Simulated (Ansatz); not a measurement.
# C₄H₇NSi: basis-set convergence

The task here is to estimate one member of a computed series from the others.

Computed with Ansatz 0.2.0, Gaussian basis. Level: one geometry, several basis sets.

Levels to be run: PBE0-D4/def2-SVP; ωB97M-V/def2-SVP; PBE0-D4/def2-QZVPP; ωB97M-V/def2-QZVPP; the functionals' def2-TZVPP values are taken from earlier runs.

## Structure used throughout

All runs share one geometry, relaxed beforehand with PBE0-D4 in a triple-zeta def2 set.

13 atoms, charge 0, spin multiplicity 1.

Atoms are counted from 1 here; the program's logs count them from 0.

Bond lengths: C1–C2 1.506 Å, C1–H7 1.094 Å, C1–H8 1.093 Å, C1–H9 1.092 Å, C2–Si3 1.846 Å, C2–C4 1.555 Å, C2–H10 1.088 Å, Si3–C4 1.873 Å, Si3–H11 1.477 Å, Si3–H12 1.474 Å, C4–C5 1.424 Å, C4–H13 1.087 Å, C5–N6 1.153 Å. Angles: C2–C1–H7 111.0°, C2–C1–H8 111.6°, C2–C1–H9 110.8°, H7–C1–H8 107.6°, H7–C1–H9 108.1°, H8–C1–H9 107.5°, C1–C2–Si3 124.3°, C1–C2–C4 116.9°, C1–C2–H10 114.3°, Si3–C2–C4 66.2°, Si3–C2–H10 114.3°, C4–C2–H10 111.7°, C2–Si3–C4 49.4°, C2–Si3–H11 119.2°, C2–Si3–H12 120.2°, C4–Si3–H11 116.1°, C4–Si3–H12 118.0°, H11–Si3–H12 116.6° and more.

Set-up of the first run:

in.yaml

```yaml
crystal:
  periodic: [false, false, false]
  atoms:
    - {symbol: C, position_ang: [-1.500244, -0.546139, 0.740916]}
    - {symbol: C, position_ang: [-0.118953, 0.034493, 0.587439]}
    - {symbol: Si, position_ang: [1.320214, -0.878369, -0.123008]}
    - {symbol: C, position_ang: [0.289391, 0.513712, -0.834729]}
    - {symbol: C, position_ang: [0.817212, 1.828959, -0.974895]}
    - {symbol: N, position_ang: [1.261717, 2.889584, -1.060069]}
    - {symbol: H, position_ang: [-2.264591, 0.233472, 0.667760]}
    - {symbol: H, position_ang: [-1.711244, -1.290579, -0.031458]}
    - {symbol: H, position_ang: [-1.609206, -1.038653, 1.709198]}
    - {symbol: H, position_ang: [0.146594, 0.764009, 1.349357]}
    - {symbol: H, position_ang: [1.105434, -2.213900, -0.715967]}
    - {symbol: H, position_ang: [2.690410, -0.566626, 0.322958]}
    - {symbol: H, position_ang: [-0.406232, 0.235238, -1.622706]}
basis:
  gaussian: {orbitals: def2-SVP}
hamiltonian: {xc: pbe0, dispersion: d4}
output: {orbitals: {seedname: orbitals}}
```

Steps of the session up to this table: PBE0-D4 in def2-SVP; ωB97M-V in def2-SVP; PBE0-D4 in def2-QZVPP; ωB97M-V in def2-QZVPP.

One of the session's tables, all rows but one given; the rest of the session is left out.

It belongs to the step «Functionals by basis». 

| functional | basis | HOMO (eV) |
| --- | --- | --- |
| PBE0-D4 | def2-SVP | -7.44 |
| PBE0-D4 | def2-TZVPP | -7.48 |
| PBE0-D4 | def2-QZVPP | ? |
| ωB97M-V | def2-SVP | -9.53 |
| ωB97M-V | def2-TZVPP | -9.60 |
| ωB97M-V | def2-QZVPP | -9.61 |

**Question.** Estimate the row for PBE0-D4, def2-QZVPP.

**Answer.** HOMO (eV): -7.49. In the column «HOMO (eV)» it lies between ωB97M-V, def2-SVP (-9.53) and PBE0-D4, def2-TZVPP (-7.48).
